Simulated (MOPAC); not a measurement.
# SnTe at PM7: moving one setting at a time

Which settings matter? One reference run, then one change at a time; some changes are unwise on purpose.

The COD entry's cell or inner coordinates are ideal or old and differ from later refinements, so a difference from it is no clean test against experiment.

Computed with MOPAC 23.2.5 (PM7, atoms fixed, no spin polarisation, unless a step's input says otherwise).

## Step 1: The structure to begin with

The structure is cubic, space group Fm-3m (No. 225). Conventional cell: a = 6.379 Å, b = 6.379 Å, c = 6.379 Å, α = 90.00°, β = 90.00°, γ = 90.00°. Sn (site symmetry m-3m) is surrounded by 6 Te at 3.19 Å. Around Te (site symmetry m-3m) lie 6 Sn at 3.19 Å.

As a file:

```
Sn Te
1.0
     0.00000    3.18935    3.18935
     3.18935    0.00000    3.18935
     3.18935    3.18935    0.00000
Sn Te
1 1
Direct
  0.00000 0.00000 0.00000
  0.50000 0.50000 0.50000
```

## Step 2: The reference run

The gap of PM6 and PM7 is a difference of Hartree-Fock-like orbital energies, with no screening; it often comes out too large, and it hangs on the parameters.

Input file run.mop:

```
PM7 1SCF GRADIENTS AUX(PRECISION=6) THREADS=1
crystal as a cluster of 2x2x2 conventional cells

Sn 6.378709 1 0.000000 1 0.000000 1
Te 9.568064 1 3.189355 1 3.189355 1
Sn 9.568064 1 3.189355 1 0.000000 1
Te 0.000000 1 6.378709 1 3.189355 1
Sn 9.568064 1 0.000000 1 3.189355 1
Te 0.000000 1 3.189355 1 6.378709 1
Sn 0.000000 1 0.000000 1 0.000000 1
Te 3.189355 1 3.189355 1 3.189355 1
Sn 3.189355 1 3.189355 1 0.000000 1
Te 6.378709 1 6.378709 1 3.189355 1
Sn 6.378709 1 6.378709 1 0.000000 1
Te 9.568064 1 9.568064 1 3.189355 1
Sn 9.568064 1 9.568064 1 0.000000 1
Te 0.000000 1 0.000000 1 3.189355 1
Sn 3.189355 1 0.000000 1 3.189355 1
Te 6.378709 1 3.189355 1 6.378709 1
Sn 6.378709 1 3.189355 1 3.189355 1
Te 9.568064 1 6.378709 1 6.378709 1
Sn 9.568064 1 6.378709 1 3.189355 1
Te 0.000000 1 9.568064 1 6.378709 1
Sn 6.378709 1 0.000000 1 6.378709 1
Te 9.568064 1 3.189355 1 9.568064 1
Sn 9.568064 1 3.189355 1 6.378709 1
Te 0.000000 1 6.378709 1 9.568064 1
Sn 9.568064 1 0.000000 1 9.568064 1
Te 0.000000 1 3.189355 1 0.000000 1
Sn 0.000000 1 6.378709 1 0.000000 1
Te 3.189355 1 9.568064 1 3.189355 1
Sn 3.189355 1 9.568064 1 0.000000 1
Te 6.378709 1 0.000000 1 3.189355 1
Sn 0.000000 1 3.189355 1 3.189355 1
Te 3.189355 1 6.378709 1 6.378709 1
Sn 3.189355 1 6.378709 1 3.189355 1
Te 6.378709 1 9.568064 1 6.378709 1
Sn 6.378709 1 9.568064 1 3.189355 1
Te 9.568064 1 0.000000 1 6.378709 1
Sn 0.000000 1 0.000000 1 6.378709 1
Te 3.189355 1 3.189355 1 9.568064 1
Sn 3.189355 1 3.189355 1 6.378709 1
Te 6.378709 1 6.378709 1 9.568064 1
Sn 6.378709 1 6.378709 1 6.378709 1
Te 9.568064 1 9.568064 1 9.568064 1
Sn 9.568064 1 9.568064 1 6.378709 1
Te 0.000000 1 0.000000 1 9.568064 1
Sn 3.189355 1 0.000000 1 9.568064 1
Te 6.378709 1 3.189355 1 0.000000 1
Sn 6.378709 1 3.189355 1 9.568064 1
Te 9.568064 1 6.378709 1 0.000000 1
Sn 9.568064 1 6.378709 1 9.568064 1
Te 0.000000 1 9.568064 1 0.000000 1
Sn 0.000000 1 9.568064 1 3.189355 1
Te 3.189355 1 0.000000 1 6.378709 1
Sn 0.000000 1 6.378709 1 6.378709 1
Te 3.189355 1 9.568064 1 9.568064 1
Sn 3.189355 1 9.568064 1 6.378709 1
Te 6.378709 1 0.000000 1 9.568064 1
Sn 0.000000 1 3.189355 1 9.568064 1
Te 3.189355 1 6.378709 1 0.000000 1
Sn 3.189355 1 6.378709 1 9.568064 1
Te 6.378709 1 9.568064 1 0.000000 1
Sn 6.378709 1 9.568064 1 9.568064 1
Te 9.568064 1 0.000000 1 0.000000 1
Sn 0.000000 1 9.568064 1 9.568064 1
Te 3.189355 1 0.000000 1 0.000000 1
Tv 12.757418 1 0.000000 1 0.000000 1
Tv 0.000000 1 12.757418 1 0.000000 1
Tv 0.000000 1 0.000000 1 12.757418 1
```

Started as:

```bash
> mopac run.mop
```

Output, shortened:

```text
[...]
           Empirical Formula: Sn32 Te32  =    64 atoms
[...]
     SCF FIELD WAS ACHIEVED
[...]
                                                       MOPAC v23.2.5 Linux
          FINAL HEAT OF FORMATION =       -580.38400 KCAL/MOL =   -2428.32664 KJ/MOL
          H.o.F. per unit cell    =        -18.13700 KCAL, for 32 unit cells, unit cell = Sn1 Te1
          GRADIENT NORM           =       1759.64279          =       219.95535 PER ATOM
          IONIZATION POTENTIAL    =          2.857348 EV
          HOMO LUMO ENERGIES (EV) =         -2.857  1.391
          NO. OF FILLED LEVELS    =        160
          MOLECULAR WEIGHT        =       7881.2800         POINT GROUP:  Td
          VOLUME OF UNIT CELL     =       2076.292 CUBIC ANGSTROMS
          DENSITY                 =          6.303 GRAMS/CC
                              A   =         12.757 ANGSTROMS
                              B   =         12.757 ANGSTROMS
                              C   =         12.757 ANGSTROMS
[...]
                             CARTESIAN COORDINATES
   1   Sn        6.378709000     0.000000000     0.000000000
   2   Te        9.568064000     3.189355000     3.189355000
   3   Sn        9.568064000     3.189355000     0.000000000
   4   Te        0.000000000     6.378709000     3.189355000
   5   Sn        9.568064000     0.000000000     3.189355000
   6   Te        0.000000000     3.189355000     6.378709000
   7   Sn        0.000000000     0.000000000     0.000000000
   8   Te        3.189355000     3.189355000     3.189355000
   9   Sn        3.189355000     3.189355000     0.000000000
  10   Te        6.378709000     6.378709000     3.189355000
  11   Sn        6.378709000     6.378709000     0.000000000
  12   Te        9.568064000     9.568064000     3.189355000
  13   Sn        9.568064000     9.568064000     0.000000000
[...]
              NET ATOMIC CHARGES AND DIPOLE CONTRIBUTIONS
  ATOM NO.   TYPE          CHARGE      No. of ELECS.   s-Pop       p-Pop
    1         Sn           0.877008        3.1230     1.96485     1.15814
    2         Te          -0.877253        6.8773     1.85413     5.02312
    3         Sn           0.877061        3.1229     1.96481     1.15813
    4         Te          -0.877316        6.8773     1.85414     5.02318
    5         Sn           0.877061        3.1229     1.96481     1.15813
    6         Te          -0.877316        6.8773     1.85414     5.02318
    7         Sn           0.876975        3.1230     1.96484     1.15818
    8         Te          -0.877056        6.8771     1.85417     5.02289
    9         Sn           0.876975        3.1230     1.96484     1.15818
   10         Te          -0.877056        6.8771     1.85417     5.02289
   11         Sn           0.876975        3.1230     1.96484     1.15818
   12         Te          -0.877056        6.8771     1.85417     5.02289
[...]
 * JOB ENDED NORMALLY *
[...]
```

It took 1.9 s on 1 thread of Arm Neoverse V2, shared host; peak memory 0.022 GiB.

Gap 4.25 eV. The 64 atoms of the cluster fold only a few k-points onto the zone centre, so gap and energy may not be converged in the cluster's size.

## Step 3: Change: method = PM3

Changes to run.mop since step 2:

```diff
@@ -1,2 +1,2 @@
-PM7 1SCF GRADIENTS AUX(PRECISION=6) THREADS=1
+PM3 1SCF GRADIENTS AUX(PRECISION=6) THREADS=1
 crystal as a cluster of 2x2x2 conventional cells
```

Started as:

```bash
> mopac run.mop
```

Output, shortened:

```text
[...]
           Empirical Formula: Sn32 Te32  =    64 atoms
[...]
     SCF FIELD WAS ACHIEVED
[...]
                                                       MOPAC v23.2.5 Linux
          FINAL HEAT OF FORMATION =       -682.84460 KCAL/MOL =   -2857.02180 KJ/MOL
          H.o.F. per unit cell    =        -21.33889 KCAL, for 32 unit cells, unit cell = Sn1 Te1
          GRADIENT NORM           =        361.56014          =       45.19502 PER ATOM
          IONIZATION POTENTIAL    =          7.874356 EV
          HOMO LUMO ENERGIES (EV) =         -7.874 -4.115
          NO. OF FILLED LEVELS    =        160
          MOLECULAR WEIGHT        =       7881.2800         POINT GROUP:  Td
          VOLUME OF UNIT CELL     =       2076.292 CUBIC ANGSTROMS
          DENSITY                 =          6.303 GRAMS/CC
                              A   =         12.757 ANGSTROMS
                              B   =         12.757 ANGSTROMS
                              C   =         12.757 ANGSTROMS
[...]
              NET ATOMIC CHARGES AND DIPOLE CONTRIBUTIONS
  ATOM NO.   TYPE          CHARGE      No. of ELECS.   s-Pop       p-Pop
    1         Sn           0.941394        3.0586     1.99202     1.06659
    2         Te          -0.941230        6.9412     1.89329     5.04794
    3         Sn           0.939192        3.0608     1.99200     1.06881
    4         Te          -0.940884        6.9409     1.89327     5.04761
    5         Sn           0.939199        3.0608     1.99200     1.06880
    6         Te          -0.941047        6.9410     1.89332     5.04773
    7         Sn           0.939144        3.0609     1.99203     1.06883
    8         Te          -0.939405        6.9394     1.89316     5.04624
    9         Sn           0.939312        3.0607     1.99203     1.06866
   10         Te          -0.939394        6.9394     1.89317     5.04623
   11         Sn           0.939342        3.0607     1.99203     1.06863
   12         Te          -0.939396        6.9394     1.89316     5.04624
[...]
 * JOB ENDED NORMALLY *
[...]
```

It took 3.2 s on 1 thread of Arm Neoverse V2, shared host; peak memory 0.021 GiB.

Totals of another method or basis aren't compared here.

## Step 4: Change: method = PM6-ORG

Changes to run.mop since step 3:

```diff
@@ -1,2 +1,2 @@
-PM3 1SCF GRADIENTS AUX(PRECISION=6) THREADS=1
+PM6-ORG 1SCF GRADIENTS AUX(PRECISION=6) THREADS=1
 crystal as a cluster of 2x2x2 conventional cells
```

Started as:

```bash
> mopac run.mop
```

Output:

```text
[... start of the log left out ...]
    53        Sn          0.0000      6.3787      6.3787
    54        Te          3.1894      9.5681      9.5681
    55        Sn          3.1894      9.5681      6.3787
    56        Te          6.3787      0.0000      9.5681
    57        Sn          0.0000      3.1894      9.5681
    58        Te          3.1894      6.3787      0.0000
    59        Sn          3.1894      6.3787      9.5681
    60        Te          6.3787      9.5681      0.0000
    61        Sn          6.3787      9.5681      9.5681
    62        Te          9.5681      0.0000      0.0000
    63        Sn          0.0000      9.5681      9.5681
    64        Te          3.1894      0.0000      0.0000

          DATA ARE NOT AVAILABLE FOR ELEMENT NO. 50
          DATA ARE NOT AVAILABLE FOR ELEMENT NO. 52

          Parameters for some elements are missing

           Empirical Formula: Sn32 Te32  =    64 atoms

 ******************************************************************************
 *                                                                            *
 *     Error and normal termination messages reported in this calculation     *
 *                                                                            *
 * Parameters for some elements are missing                                   *
 * JOB ENDED NORMALLY                                                         *
 *                                                                            *
 ******************************************************************************

 TOTAL JOB TIME:             0.00 SECONDS

 == MOPAC DONE ==
```

Wall time 0.04 s (1 thread of Arm Neoverse V2, shared host); peak memory 0.015 GiB.

The program refused the job: «Parameters for some elements are missing».

## Step 5: Change: CUTOFP = 40

Changes to run.mop since step 4:

```diff
@@ -1,2 +1,2 @@
-PM6-ORG 1SCF GRADIENTS AUX(PRECISION=6) THREADS=1
+PM7 1SCF CUTOFP=40 GRADIENTS AUX(PRECISION=6) THREADS=1
 crystal as a cluster of 2x2x2 conventional cells
```

Started as:

```bash
> mopac run.mop
```

Output, shortened:

```text
[...]
           Empirical Formula: Sn32 Te32  =    64 atoms
[...]
     SCF FIELD WAS ACHIEVED
[...]
                                                       MOPAC v23.2.5 Linux
          FINAL HEAT OF FORMATION =       -583.42108 KCAL/MOL =   -2441.03381 KJ/MOL
          H.o.F. per unit cell    =        -18.23191 KCAL, for 32 unit cells, unit cell = Sn1 Te1
          GRADIENT NORM           =       1724.47524          =       215.55940 PER ATOM
          IONIZATION POTENTIAL    =          2.855036 EV
          HOMO LUMO ENERGIES (EV) =         -2.855  1.393
          NO. OF FILLED LEVELS    =        160
          MOLECULAR WEIGHT        =       7881.2800         POINT GROUP:  Td
          VOLUME OF UNIT CELL     =       2076.292 CUBIC ANGSTROMS
          DENSITY                 =          6.303 GRAMS/CC
                              A   =         12.757 ANGSTROMS
                              B   =         12.757 ANGSTROMS
                              C   =         12.757 ANGSTROMS
[...]
              NET ATOMIC CHARGES AND DIPOLE CONTRIBUTIONS
  ATOM NO.   TYPE          CHARGE      No. of ELECS.   s-Pop       p-Pop
    1         Sn           0.877823        3.1222     1.96486     1.15732
    2         Te          -0.878069        6.8781     1.85415     5.02392
    3         Sn           0.877878        3.1221     1.96482     1.15731
    4         Te          -0.878129        6.8781     1.85416     5.02397
    5         Sn           0.877878        3.1221     1.96482     1.15731
    6         Te          -0.878129        6.8781     1.85416     5.02397
    7         Sn           0.877791        3.1222     1.96485     1.15736
    8         Te          -0.877873        6.8779     1.85419     5.02369
    9         Sn           0.877791        3.1222     1.96485     1.15736
   10         Te          -0.877873        6.8779     1.85419     5.02369
   11         Sn           0.877791        3.1222     1.96485     1.15736
   12         Te          -0.877873        6.8779     1.85419     5.02369
[...]
 * JOB ENDED NORMALLY *
[...]
```

Run time: 2 s. Hardware: 1 thread of Arm Neoverse V2, shared host; peak memory 0.021 GiB.

Against the reference run the gap moves by 0.00 eV and the energy by -2.1 meV/atom.

## Step 6: Change: method = AM1

Changes to run.mop since step 5:

```diff
@@ -1,2 +1,2 @@
-PM7 1SCF CUTOFP=40 GRADIENTS AUX(PRECISION=6) THREADS=1
+AM1 1SCF GRADIENTS AUX(PRECISION=6) THREADS=1
 crystal as a cluster of 2x2x2 conventional cells
```

Started as:

```bash
> mopac run.mop
```

Output, shortened:

```text
[...]
           Empirical Formula: Sn32 Te32  =    64 atoms
[...]
     SCF FIELD WAS ACHIEVED
[...]
                                                       MOPAC v23.2.5 Linux
          FINAL HEAT OF FORMATION =      -2762.03513 KCAL/MOL =  -11556.35499 KJ/MOL
          H.o.F. per unit cell    =        -86.31360 KCAL, for 32 unit cells, unit cell = Sn1 Te1
          GRADIENT NORM           =        716.07896          =       89.50987 PER ATOM
          IONIZATION POTENTIAL    =          7.595610 EV
          HOMO LUMO ENERGIES (EV) =         -7.596 -4.423
          NO. OF FILLED LEVELS    =        160
          MOLECULAR WEIGHT        =       7881.2800         POINT GROUP:  Td
          VOLUME OF UNIT CELL     =       2076.292 CUBIC ANGSTROMS
          DENSITY                 =          6.303 GRAMS/CC
                              A   =         12.757 ANGSTROMS
                              B   =         12.757 ANGSTROMS
                              C   =         12.757 ANGSTROMS
[...]
              NET ATOMIC CHARGES AND DIPOLE CONTRIBUTIONS
  ATOM NO.   TYPE          CHARGE      No. of ELECS.   s-Pop       p-Pop
    1         Sn           0.487187        3.5128     1.98324     1.52957
    2         Te          -0.479642        6.4796     1.87384     4.60580
    3         Sn           0.478578        3.5214     1.98322     1.53820
    4         Te          -0.477153        6.4772     1.87379     4.60337
    5         Sn           0.478482        3.5215     1.98320     1.53832
    6         Te          -0.477334        6.4773     1.87381     4.60352
    7         Sn           0.475882        3.5241     1.98343     1.54068
    8         Te          -0.474810        6.4748     1.87369     4.60112
    9         Sn           0.476661        3.5233     1.98345     1.53988
   10         Te          -0.474829        6.4748     1.87371     4.60112
   11         Sn           0.476986        3.5230     1.98345     1.53956
   12         Te          -0.474805        6.4748     1.87369     4.60112
[...]
 * JOB ENDED NORMALLY *
[...]
```

Wall time 3.2 s (1 thread of Arm Neoverse V2, shared host); peak memory 0.022 GiB.

Totals of another method or basis aren't compared here.

## Step 7: Change: method = PM8

Changes to run.mop since step 6:

```diff
@@ -1,2 +1,2 @@
-AM1 1SCF GRADIENTS AUX(PRECISION=6) THREADS=1
+PM8 1SCF GRADIENTS AUX(PRECISION=6) THREADS=1
 crystal as a cluster of 2x2x2 conventional cells
```

Started as:

```bash
> mopac run.mop
```

Output:

```text
[... start of the log left out ...]
    56        Te          6.3787      0.0000      9.5681
    57        Sn          0.0000      3.1894      9.5681
    58        Te          3.1894      6.3787      0.0000
    59        Sn          3.1894      6.3787      9.5681
    60        Te          6.3787      9.5681      0.0000
    61        Sn          6.3787      9.5681      9.5681
    62        Te          9.5681      0.0000      0.0000
    63        Sn          0.0000      9.5681      9.5681
    64        Te          3.1894      0.0000      0.0000

 DATA ARE NOT AVAILABLE FOR ELEMENT NO. 50
 DATA ARE NOT AVAILABLE FOR ELEMENT NO. 52

          SOME ELEMENTS HAVE BEEN SPECIFIED FOR WHICH
          NO PARAMETERS ARE AVAILABLE.  CALCULATION STOPPED.

          Parameters for some elements are missing

           Empirical Formula: Sn32 Te32  =    64 atoms

 ******************************************************************************
 *                                                                            *
 *     Error and normal termination messages reported in this calculation     *
 *                                                                            *
 * Parameters for some elements are missing                                   *
 * JOB ENDED NORMALLY                                                         *
 *                                                                            *
 ******************************************************************************

 TOTAL JOB TIME:             0.00 SECONDS

 == MOPAC DONE ==
```

It took 0.04 s on 1 thread of Arm Neoverse V2, shared host; peak memory 0.014 GiB.

The program refused the job: «Parameters for some elements are missing».

## Step 8: Change: cluster = 1x1x1

Input file run.mop:

```
PM7 1SCF GRADIENTS AUX(PRECISION=6) THREADS=1
crystal as a cluster of 1x1x1 conventional cells

Sn 0.000000 1 0.000000 1 0.000000 1
Te 3.189355 1 3.189355 1 3.189355 1
Sn 3.189355 1 3.189355 1 0.000000 1
Te 0.000000 1 0.000000 1 3.189355 1
Sn 3.189355 1 0.000000 1 3.189355 1
Te 0.000000 1 3.189355 1 0.000000 1
Sn 0.000000 1 3.189355 1 3.189355 1
Te 3.189355 1 0.000000 1 0.000000 1
Tv 6.378709 1 0.000000 1 0.000000 1
Tv 0.000000 1 6.378709 1 0.000000 1
Tv 0.000000 1 0.000000 1 6.378709 1
```

Started as:

```bash
> mopac run.mop
```

Output:

```text
[... start of the log left out ...]

     1        Sn          0.0000      0.0000      0.0000
     2        Te          3.1894      3.1894      3.1894
     3        Sn          3.1894      3.1894      0.0000
     4        Te          0.0000      0.0000      3.1894
     5        Sn          3.1894      0.0000      3.1894
     6        Te          0.0000      3.1894      0.0000
     7        Sn          0.0000      3.1894      3.1894
     8        Te          3.1894      0.0000      0.0000

 General Reference for PM7:
 "Optimization of Parameters for Semiempirical Methods VI: More Modifications to the
 NDDO Approximations and Re-optimization of Parameters", J. J. P. Stewart, J. Mol. Mod., 1:32, 19 (2013)

           Empirical Formula: Sn4 Te4  =     8 atoms

          Excessive size of lattice vector summation
          To avoid this problem, pack atoms more tightly in the central unit cell (try MAKPOL)
          To over-ride this safety check, add keyword 'GEO-OK'

 ******************************************************************************
 *                                                                            *
 *     Error and normal termination messages reported in this calculation     *
 *                                                                            *
 * Excessive size of lattice vector summation                                 *
 * JOB ENDED NORMALLY                                                         *
 *                                                                            *
 ******************************************************************************

 TOTAL JOB TIME:             0.00 SECONDS

 == MOPAC DONE ==
```

It took 0.04 s on 1 thread of Arm Neoverse V2, shared host; peak memory 0.014 GiB.

The program refused the job: «Excessive size of lattice vector summation».

## Step 9: What moved

| change | ends | gap (eV) | energy (meV/atom) | pressure (GPa) | time |
| --- | --- | --- | --- | --- | --- |
| none | converged | 4.25 | 0 | – | 1.9 s |
| method = PM3 | converged | -0.49 | – | – | 3.2 s |
| method = PM6-ORG | refused | – | – | – | 0.04 s |
| CUTOFP = 40 | converged | 0.00 | -2.1 | – | 2 s |
| method = AM1 | converged | -1.08 | – | – | 3.2 s |
| method = PM8 | refused | – | – | – | 0.04 s |
| cluster = 1x1x1 | refused | – | – | – | 0.04 s |

The first row holds values, the others changes from it. Keys are the program's: temperature in eV (tblite) or K (CP2K), cutoffs in Ry, CUTOFP in Å. CUTOFP = 40 moves the energy by -2.1 meV/atom. 3 of the 6 changes gave no result. The changed runs test settings; they are no properties of the crystal.
